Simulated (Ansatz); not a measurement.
# WN+ (septet): wave-function methods side by side, def2-SVP

The task here is to estimate one member of a computed series from the others.

The runs use Ansatz 0.2.0, Gaussian basis; def2-SVP, core rule «outside noble gas», up to 5 orbitals frozen.

Plan: UHF; CCSD(T) on ROHF; CCSD(T) on UHF; CISD as a restricted active space (open shells left free, so some higher excitations enter); CCSDT(Q) on ROHF; CCSDT(Q) on UHF; CASSCF and MRCISD+Q, 10 electrons in 10 orbitals; CASSCF and NEVPT2, 10 electrons in 10 orbitals.

20 further runs of the same task are left out: 6 that didn't finish, 14 set aside as unsound or not needed. Runs told in other sessions of the task aren't counted.

## The geometry

The geometry is a PBE0/def2-TZVP stationary point (not a proven minimum) of the parent state, kept for this charge and spin. No spin-orbit coupling is included. Elements past krypton take def2 core potentials.

2 atoms, charge 1, spin multiplicity 7.

Atoms are counted from 1 here; the program's logs count them from 0.

Bond lengths: W1–N2 1.844 Å.

The first run:

in.yaml reads:

```yaml
crystal:
  periodic: [false, false, false]
  atoms:
    - {symbol: W, position_ang: [0.000000, 0.000000, 0.000000]}
    - {symbol: N, position_ang: [0.000000, 0.000000, 1.843600]}
basis:
  gaussian: {orbitals: def2-SVP}
total_charge: 1
magnetization: {spin_polarized: true, initial_magnetization: 6}
hamiltonian: {xc: hf}
output: {orbitals: {seedname: orbitals}}
```

Command:

```sh
> ansatz run in.yaml --threads 1 --pin off --events-out ev --progress --plain --max-ram 2393MiB
```

Steps of the session up to this table: UHF; CCSD(T) on ROHF; CCSD(T) on UHF; CISD as a restricted active space (open shells left free, so some higher excitations enter); CCSDT(Q) on ROHF; CCSDT(Q) on UHF; CASSCF and MRCISD+Q, 10 electrons in 10 orbitals; CASSCF and NEVPT2, 10 electrons in 10 orbitals.

One table of the session follows, with a row left open; its other results are not shown here.

| method | from RCCSDT(Q) (kJ/mol) |
| --- | --- |
| RMP2 | +132.1 |
| UMP2 | +124.0 |
| RCCSD | +63.7 |
| UCCSD | +54.7 |
| RCCSD(T) | +35.3 |
| UCCSD(T) | +27.4 |
| RCCSDT | +8.5 |
| UCCSDT | ? |
| RCCSDT(Q) | 0 |
| UCCSDT(Q) | -4.9 |
| CASSCF valence | +392.3 |
| NEVPT2 valence | +86.4 |
| MRCISD valence | +27.7 |
| MRCISD+Q valence | +6.6 |

**Question.** Estimate the row for UCCSDT.

**Answer.** from RCCSDT(Q) (kJ/mol): +3.0. In the column «from RCCSDT(Q) (kJ/mol)» it lies between RCCSDT(Q) (0) and MRCISD+Q valence (+6.6).

Not comparable, so not listed: CISD as a restricted active space (open shells left free, so some higher excitations enter) (they don't share determinant, frozen orbitals or solution with the rows shown, or repeat one).

To keep in mind: The report flags that the cluster equations may have other roots. Left out of the table: ROHF, UHF (another determinant or state than the rows shown). The program flags RCCSDT(Q), UCCSDT(Q) as in doubt, so the zero of the table is itself unsure. Warnings: coupled cluster took another determinant than the lowest. Restricted and unrestricted rows rest on different reference determinants; a gap between their highest levels can come from leftover correlation error, from unlike frozen cores or from another state.
